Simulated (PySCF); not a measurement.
# C₇H₅Cl₃: vibronic structure

Wanted: vibronic structure for C₇H₅Cl₃ (`C=C(Cl)C#C/C(Cl)=C(\C)Cl`).

Computed with PySCF 2.14.0 and routines of our own; the level stands in each step. Atoms count from 0.

## (1) The starting structure

15 atoms, charge 0, multiplicity 1; geometry from: GFN2-xTB.

## (2) Vibronic structure: TDA PBE0/def2-SV(P)

What the job is given:

```
{"job": {"kind": "vib", "xc": "PBE0", "basis": "def2-SV(P)", "tda": true}, "charge": 0, "multiplicity": 1}
C      3.626602     0.454763    -0.015913
C      2.380501     0.894374     0.132571
Cl     2.037758     2.593032     0.344785
C      1.236105     0.082459     0.137189
C      0.186728    -0.520690     0.156314
C     -0.943019    -1.348571     0.159009
Cl    -0.603301    -3.042914    -0.052576
C     -2.197294    -0.893507     0.311188
C     -2.548754     0.542404     0.495277
Cl    -3.527751    -1.984982     0.301764
H      3.818639    -0.595400    -0.145539
H      4.466843     1.124328    -0.011423
H     -3.073997     0.680033     1.439484
H     -3.212851     0.869148    -0.303868
H     -1.650622     1.153513     0.490239
```

Level: TDA PBE0/def2-SV(P) vertical-gradient vibronic structure (displaced harmonic oscillators, Condon), gas phase.

Run with:

```bash
$ OMP_NUM_THREADS=1 python excited_run.py task.json out
```

One launch serves the whole session: the jobs run in the order shown.

Standard output:

```text
final grid: 67568 points
cycle   1  E = -1648.7768874380  dE =  1.551e+00  |g| = 4.581e-01  |ddm| = 5.071e+00
cycle   2  E = -1648.7301495657  dE =  4.674e-02  |g| = 6.303e-01  |ddm| = 1.336e+00
cycle   3  E = -1648.8261317424  dE = -9.598e-02  |g| = 1.328e-01  |ddm| = 8.841e-01
cycle   4  E = -1648.8300342742  dE = -3.903e-03  |g| = 6.944e-02  |ddm| = 2.251e-01
cycle   5  E = -1648.8311648136  dE = -1.131e-03  |g| = 2.373e-02  |ddm| = 8.019e-02
cycle   6  E = -1648.8312979761  dE = -1.332e-04  |g| = 7.212e-03  |ddm| = 2.846e-02
cycle   7  E = -1648.8313109474  dE = -1.297e-05  |g| = 1.340e-03  |ddm| = 9.206e-03
cycle   8  E = -1648.8313113869  dE = -4.395e-07  |g| = 4.938e-04  |ddm| = 2.333e-03
cycle   9  E = -1648.8313114500  dE = -6.312e-08  |g| = 1.667e-04  |ddm| = 8.544e-04
cycle  10  E = -1648.8313114562  dE = -6.167e-09  |g| = 8.319e-05  |ddm| = 2.875e-04
cycle  11  E = -1648.8313114581  dE = -1.918e-09  |g| = 1.426e-05  |ddm| = 1.057e-04
cycle  12  E = -1648.8313114582  dE = -5.093e-11  |g| = 6.969e-06  |ddm| = 2.637e-05
converged SCF energy = -1648.8313114582

Singlet excitations (eV, f): 4.523 (0.0016)  4.701 (0.8349)  4.880 (0.0002)  5.367 (0.0260)  5.852 (0.0001)  5.916 (0.0001)

State S1  4.5231 eV  f = 0.00163  H->L+1 0.97
  relaxed dipole 0.925 D, largest gradient of the excitation energy 0.1496 Eh/bohr
  mode    cm-1        S   lambda/meV  Raman
   14    458.1    7.1622     406.8   0.292
   34   2291.4    0.9793     278.2   1.000
   22    865.3    1.1794     126.5   0.172
   13    429.4    1.0591      56.4   0.038
   32   1607.1    0.2562      51.0   0.129
   25   1066.3    0.3698      48.9   0.082
   16    500.7    0.5881      36.5   0.029
    8    242.5    1.1954      35.9   0.014
    7    153.0    1.8606      35.3   0.008
    4    115.4    1.8666      26.7   0.005
   12    376.2    0.3536      16.5   0.010
   23   1011.0    0.1219      15.3   0.024
  reorganisation energy 1.1699 eV, total S 17.325, 0-0 3.3532 eV

State S2  4.7008 eV  f = 0.83488  H->L 0.86
  relaxed dipole 2.791 D, largest gradient of the excitation energy 0.0756 Eh/bohr
  mode    cm-1        S   lambda/meV  Raman
   34   2291.4    0.3294      93.6   1.000
   32   1607.1    0.4232      84.3   0.632
    7    153.0    0.3100       5.9   0.004
   18    625.6    0.0403       3.1   0.009
   31   1453.4    0.0143       2.6   0.017
   28   1372.4    0.0139       2.4   0.015
   25   1066.3    0.0161       2.1   0.011
   22    865.3    0.0198       2.1   0.009
   23   1011.0    0.0160       2.0   0.009
   33   1652.9    0.0084       1.7   0.013
   27   1262.0    0.0079       1.2   0.007
   26   1123.6    0.0074       1.0   0.005
  reorganisation energy 0.2052 eV, total S 1.264, 0-0 4.4956 eV
  absorption maximum 4.500 eV, width 0.056 eV

State S4  5.3668 eV  f = 0.02601  H-1->L 0.79, H->L+2 0.16
  relaxed dipole 3.086 D, largest gradient of the excitation energy 0.0783 Eh/bohr
  mode    cm-1        S   lambda/meV  Raman
   32   1607.1    0.7301     145.5   1.000
   34   2291.4    0.1992      56.6   0.555
    8    242.5    0.6792      20.4   0.021
   33   1652.9    0.0746      15.3   0.108
   25   1066.3    0.0899      11.9   0.054
   14    458.1    0.1932      11.0   0.021
   28   1372.4    0.0389       6.6   0.039
   12    376.2    0.1280       6.0   0.010
   22    865.3    0.0486       5.2   0.019
    7    153.0    0.1954       3.7   0.002
   13    429.4    0.0694       3.7   0.007
   26   1123.6    0.0241       3.4   0.016
  reorganisation energy 0.3026 eV, total S 2.628, 0-0 5.0643 eV
  absorption maximum 5.296 eV, width 0.508 eV

State T1  2.5890 eV  f = 0.00000  H->L 0.93
  relaxed dipole 0.555 D, largest gradient of the excitation energy 0.1033 Eh/bohr
  mode    cm-1        S   lambda/meV  Raman
   32   1607.1    1.2962     258.3   1.000
   34   2291.4    0.5402     153.5   0.847
   22    865.3    0.1571      16.9   0.035
   25   1066.3    0.1158      15.3   0.039
   28   1372.4    0.0454       7.7   0.026
   26   1123.6    0.0544       7.6   0.021
   33   1652.9    0.0326       6.7   0.027
   27   1262.0    0.0345       5.4   0.016
   31   1453.4    0.0243       4.4   0.015
    7    153.0    0.2126       4.0   0.001
   23   1011.0    0.0298       3.7   0.009
   12    376.2    0.0479       2.2   0.002
  reorganisation energy 0.4918 eV, total S 2.762, 0-0 2.0972 eV
  absorption maximum 2.301 eV, width 0.720 eV
```

Run time: 51 s. Hardware: 1 thread of AMD EPYC 7R43, shared host; peak memory 1 GiB.

Orbitals, density, ELF and potential are computed afterwards from the orbital file.

Frontier orbitals at PBE0/def2-SV(P), with the share of their density that lies nearest to each atom:

```
orbital  energy (eV)                                                                lies on
   HOMO        -6.65                          C7 18 %; C0, C3, C5 about 14 % each; Cl9 11 %
   LUMO        -1.90  C0, C7 about 19 % each; C3, C4 about 12 % each; C1, C5 about 9 % each
```

ELF in a plane through or near 13 of the atoms.

Ten even steps from '0' (0.00) to '9' (1.00):
```
0000000000000000000000000000
0000000000000000000000000000
0000000000000000000000000000
0000000122210000000000000000
0000003677762000000000000000
0000006961885003520000000000
0000005847782009983310000000
0000300268510009992740000000
0007995342545511875430000000
0009998684936871169502420000
0006993374744235341537861000
0000148850568346381854972000
0000069980367563162716761000
0000069980020017840688730000
0000004410000581283167410000
0000000000001792387002100000
0000000000000577786000000000
0000000000000123331000000000
0000000000000000000000000000
0000000000000000000000000000
```
The map spans 14.4 Å across and 11.0 Å up, centred on the molecule. Atoms in the plane (x, y in Å): C0 (-3.7, -0.2), C1 (-2.5, 0.4), Cl2 (-2.5, 2.2), C3 (-1.2, -0.2), C4 (-0.1, -0.6), C5 (1.2, -1.2), Cl6 (1.1, -2.9), C7 (2.3, -0.5), C8 (2.4, 1.0), Cl9 (3.8, -1.3), H10 (-3.7, -1.3), H11 (-4.6, 0.3), H14 (1.4, 1.5).

On the surface of density 0.002 e/bohr³ the electrostatic potential runs, from the 1st to the 99th percentile, from -0.57 V near Cl6 to 0.98 V near H11.

## (3) Results

```
                                                                                     quantity                      value
S1: vertical, reorganisation, 0-0, total S (step 2, TDA PBE0/def2-SV(P), modes from GFN2-xTB)  4.52, 1.17, 3.35 eV; 17.3
S2: vertical, reorganisation, 0-0, total S (step 2, TDA PBE0/def2-SV(P), modes from GFN2-xTB)   4.70, 0.21, 4.50 eV; 1.3
S4: vertical, reorganisation, 0-0, total S (step 2, TDA PBE0/def2-SV(P), modes from GFN2-xTB)   5.37, 0.30, 5.06 eV; 2.6
                                                        surface potential, 1st and 99th percentile         -0.57 V and 0.98 V
```

In step 2 the harmonic model is doubtful. Where the total S runs above about 15, the geometry moves far on excitation and the harmonic model is stretched, so its 0-0 value is in doubt. The vibronic model keeps the ground-state modes (from xTB) and shifts them along the gradient alone, so it can miss much of the relaxation that a full optimisation finds. At PBE0/def2-SV(P), counted by nearest atom on the grid, the HOMO lies on C7 18 %; C0, C3, C5 about 14 % each, the LUMO on C0, C7 about 19 % each; C3, C4 about 12 % each.
